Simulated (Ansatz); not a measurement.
**C2H2Cl2Sn: a ladder of functionals and wavefunction methods**

An exercise on one series of results from a longer session: the logs are not shown, and one member is left open.

The runs use Ansatz 0.2.0, Gaussian basis; functionals in def2-TZVPP, the program's frozen cores in correlated methods.

The runs, in order: LDA (SPW92), PBE-D4, revPBE-D4, BLYP-D4, r2SCAN-D4, B97M-V, PBE0-D4, B3LYP-D4, r2SCANh-D4, r2SCAN0-D4, HSE06-D4, BHLYP-D4, CAM-B3LYP-D4, LC-ωPBE, ωB97X-V, ωB97M-V, B2PLYP, PBE-QIDH; CCSD(T)/def2-SVP; CCSD(T)/def2-TZVPP; MP2/def2-QZVPP; extrapolation to the limit; RPA on PBE.

### The relaxed structure

The geometry comes from an earlier relaxation with PBE0-D4 in a triple-zeta def2 set; it is a stationary point, not always the lowest conformer. Sn takes the def2 core potential; no spin-orbit term is included.

SMILES `C#[C][SnH]([Cl])[Cl]`, 7 atoms, charge 0, spin multiplicity 1.

Atoms are counted from 1 here; the program's logs count them from 0.

Bond lengths: C1–C2 1.205 Å, C1–H6 1.067 Å, C2–Sn3 2.058 Å, Sn3–Cl4 2.309 Å, Sn3–Cl5 2.309 Å, Sn3–H7 1.691 Å. Angles: C2–C1–H6 179.8°, C1–C2–Sn3 179.2°, C2–Sn3–Cl4 107.9°, C2–Sn3–Cl5 107.9°, C2–Sn3–H7 115.3°, Cl4–Sn3–Cl5 106.8°, Cl4–Sn3–H7 109.3°, Cl5–Sn3–H7 109.3°.

Coordinates:

| atom | x (Å) | y (Å) | z (Å) |
| --- | --- | --- | --- |
| C1 | -1.66800 | 1.34967 | 0.38648 |
| C2 | -0.74491 | 0.59237 | 0.22454 |
| Sn3 | 0.83383 | -0.70449 | -0.02535 |
| Cl4 | 0.16389 | -2.36586 | -1.48204 |
| Cl5 | 2.54016 | 0.44842 | -1.06947 |
| H6 | -2.48534 | 2.02093 | 0.52530 |
| H7 | 1.42157 | -1.40903 | 1.39493 |

Set-up of the first run:

in.yaml reads:

```yaml
crystal:
  periodic: [false, false, false]
  atoms:
    - {symbol: C, position_ang: [-1.668001, 1.349669, 0.386479]}
    - {symbol: C, position_ang: [-0.744911, 0.592368, 0.224541]}
    - {symbol: Sn, position_ang: [0.833834, -0.704490, -0.025347]}
    - {symbol: Cl, position_ang: [0.163889, -2.365858, -1.482038]}
    - {symbol: Cl, position_ang: [2.540164, 0.448418, -1.069467]}
    - {symbol: H, position_ang: [-2.485343, 2.020925, 0.525301]}
    - {symbol: H, position_ang: [1.421568, -1.409031, 1.394932]}
basis:
  gaussian: {orbitals: def2-TZVPP}
hamiltonian: {xc: lda}
output: {orbitals: {seedname: orbitals}}
```

Launch:

```console
> ansatz run in.yaml --threads 4 --pin off --events-out ev --progress --plain --max-ram 10444MiB
```

Among the steps run: LDA; PBE-D4 (GGA); revPBE-D4 (GGA); BLYP-D4 (GGA); r2SCAN-D4 (meta-GGA); B97M-V (meta-GGA); B3LYP-D4 (hybrid); r2SCANh-D4 (hybrid); r2SCAN0-D4 (hybrid); HSE06-D4 (hybrid); BHLYP-D4 (hybrid); CAM-B3LYP-D4 (range-separated); LC-ωPBE (range-separated); ωB97X-V (range-separated); ωB97M-V (range-separated); B2PLYP (double hybrid); PBE-QIDH (double hybrid).

One table of the session follows, with a row left open; its other results are not shown here.

It belongs to the step «Orbital energies across the functionals». 

```
  functional  HOMO (eV)  LUMO (eV)  gap (eV)
 LDA (SPW92)      -7.78      -2.72      5.06
      PBE-D4      -7.60      -2.43      5.17
   revPBE-D4      -7.54      -2.34      5.20
     BLYP-D4          ?          ?         ?
   r2SCAN-D4      -7.89      -2.20      5.69
      B97M-V      -7.87      -2.11      5.75
     PBE0-D4      -8.88      -1.49      7.39
    B3LYP-D4      -8.60      -1.79      6.81
  r2SCANh-D4      -8.36      -1.86      6.50
  r2SCAN0-D4      -9.06      -1.35      7.71
    HSE06-D4      -8.47      -1.86      6.61
    BHLYP-D4      -9.94      -0.49      9.44
CAM-B3LYP-D4     -10.23      -0.46      9.77
     LC-ωPBE     -11.72       0.77     12.49
     ωB97X-V     -11.29       0.65     11.94
     ωB97M-V     -11.14       0.51     11.65
```

**Question.** Estimate the row for BLYP-D4.

Worked estimate for «HOMO (eV)». Against the share of exact exchange, B3LYP-D4 (0.2, -8.60), BHLYP-D4 (0.5, -9.94) give a slope of -4.47 per unit share; at 0 the line stands at -7.71.

**Answer.** HOMO (eV): -7.41; LUMO (eV): -2.37; gap (eV): 5.04. In «HOMO (eV)» the line misses by -0.30.
